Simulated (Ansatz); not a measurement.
CH4GeO2, SMILES O=C[O][GeH3], a rigid scan of one bond angle

Run with Ansatz's Python interface.

`bend.py`
```python
'''Bending curve of CH4GeO2.'''

import ansatz as az
from ase import Atoms


def main() -> None:
    atoms = Atoms(['O', 'C', 'O', 'Ge', 'H', 'H', 'H', 'H'], positions=[
        (1.4267, -0.7822, 1.2026),
        (1.4873, 0.3184, 0.5159),
        (0.4237, 0.7686, -0.3197),
        (-1.0396, -0.1214, -0.4708),
        (2.4076, 0.8878, 0.5586),
        (-1.7982, -0.2128, 0.919),
        (-0.8114, -1.5564, -1.0036),
        (-2.004, 0.6409, -1.4578),
    ])

    # start the scan from a relaxed geometry
    first = az.Crystal.molecule_from_ase(atoms).calculation()
    first = first.basis(gaussian='def2-SVP').functional('hf')
    first = first.relax(force_tolerance=0.02, max_steps=80)
    atoms.positions = first.run().report['positions_ang']

    rows = []
    for angle in [85, 95, 105, 115, 125, 140, 160]:
        bent = atoms.copy()
        bent.set_angle(3, 2, 1, angle, indices=[0, 1, 4])
        base = az.Crystal.molecule_from_ase(bent).calculation().basis(gaussian='def2-SVP').functional('hf')
        rows.append((angle, base.run().report['free_energy_ev']))
    floor = min(e for _, e in rows)
    for angle, e in rows:
        print(f'angle Ge3-O2-C1 = {angle:3d} deg   {1000 * (e - floor):9.1f} meV')


if __name__ == '__main__':
    main()
```

```console
$ python bend.py
angle Ge3-O2-C1 =  85 deg      2261.7 meV
angle Ge3-O2-C1 =  95 deg       788.1 meV
angle Ge3-O2-C1 = 105 deg       206.7 meV
angle Ge3-O2-C1 = 115 deg        12.4 meV
angle Ge3-O2-C1 = 125 deg         0.0 meV
angle Ge3-O2-C1 = 140 deg       136.6 meV
angle Ge3-O2-C1 = 160 deg       393.0 meV
```

The scan is rigid, and the energies are electronic, in a modest basis. The zero is the lowest point of the grid, which needn't be the minimum. Timing: 52 s on 1 thread of Arm Neoverse N1 (shared host), peak memory 0.26 GiB.
